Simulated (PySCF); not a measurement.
# The bond of CaH, level by level

An exercise on one series of results from a longer session: the logs are not shown, and one member is left open.

Method: Ca 3-21G, H 3-21G, no relativity; program: PySCF 2.14.0.

The first run:

A driver script around PySCF takes these settings:

- atoms: Ca, H
- charge: 0
- basis: Ca 3-21G, H 3-21G
- Hamiltonian: no relativity
- basis functions: 19
- electrons treated: 21
- masses in u: 39.9626, 1.0078
- levels: PBE0, PBE, r²SCAN, B3LYP, M06-2X, B2PLYP, HF, MP2, SCS-MP2, CCSD, CCSD(T)
- grid: 80 radial by 434 angular points
- occupations: held fixed by the projection of orbital angular momentum
- dissociation limit: Ca + H, each in its ground configuration
- starting distance in angstrom: 1.910
- values of 2S to try: 1, 3

Run with:

```bash
$ OMP_NUM_THREADS=1 python dia.py task.json out
```

Among the steps run: The job; PBE0 along the bond; Other states along the same grid; PBE (GGA); r²SCAN; B3LYP; M06-2X; B2PLYP (double hybrid); UHF; MP2 and coupled cluster.

One of the session's tables, all rows but one given; the rest of the session is left out.

Energy (eV) from each level's lowest point:

```
R (Å)    UHF  UHF-MP2  UHF-SCS-MP2  UHF-CCSD  UHF-CCSD(T)
1.869  0.333    0.355        0.359       n/a          n/a
1.956  0.152    0.170        0.173     0.200        0.201
2.043  0.048    0.059        0.061     0.081        0.082
2.108  0.010    0.016        0.017     0.030        0.030
2.173      ?        ?            ?         ?            ?
2.238  0.013    0.007        0.006     0.000        0.000
2.325  0.058    0.045        0.043     0.020        0.020
2.434  0.147    0.130        0.128     0.077        0.076
2.564  0.280    0.272        0.271     0.173        0.173
2.738  0.461    0.483        0.488       n/a          n/a
```

**Question.** Estimate the row for R (Å) = 2.173.

Worked estimate for «UHF». A straight line through the neighbours (2.108, 0.010) and (2.238, 0.013) gives 0.010 + (0.013 − 0.010) × (2.173 − 2.108) / (2.238 − 2.108) = 0.011; a parabola fitted to 4 rows on both sides gives 0.001.

The run gave: UHF: 0.000; UHF-MP2: 0.000; UHF-SCS-MP2: 0.000; UHF-CCSD: 0.004; UHF-CCSD(T): 0.004. In «UHF» the line misses by +0.011 and the parabola by +0.001.
